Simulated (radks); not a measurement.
# Ge⁷⁺ in [Ar] 3d7: an all-electron calculation

Wanted: eigenvalues, radial structure and energy terms of the germanium ion Ge7+.

The numbers are computed with radks (a radial shooting solver on a logarithmic mesh, Libxc functionals) version 1 (Dirac Kohn-Sham, SOGGA, spin-unpolarised, spherical densities, finite nucleus; open shells fill j = l - 1/2 first), except any that are marked as measured or tabulated.

### Step 1. The atom as given

| Quantity | Value |
| --- | --- |
| element | germanium (Z = 32) |
| charge | +7 |
| electrons | 25 |
| configuration | [Ar] 3d7 |
| nuclear rms radius | 4.0742 fm |

### Step 2. The calculation

Settings of this run:

```text
Z 32
configuration [Ar] 3d7
relativity Dirac
functional sogga,pbe
spin unpolarised
j_filling energy
nucleus finite rms 4.0742 fm
c 137.035999084
```

**Question.** What will this run give?

As calculated:

```
                        quantity                    value
                    total energy      -2080.26598 hartree
exchange-correlation share of it                   3.53 %
                            −T/E                   1.0215
          highest occupied level        3d5/2, -162.92 eV
    most extended occupied level  3d5/2, <r> = 0.631 bohr
 radius at density 0.001 e/bohr³                1.96 bohr
    maxima of the radial density                        3
         ionisation energy, NIST          176 (theory) eV
```

**Reading.** 3 principal shells are occupied and 3 maxima appear in the radial density. −T/E is 1.021: with relativity the kinetic term as defined here no longer equals −E. Minus the highest eigenvalue, 162.92 eV, is 92 % of the tabulated ionisation energy (176 eV). Spin polarisation and multiplet splitting are left out.
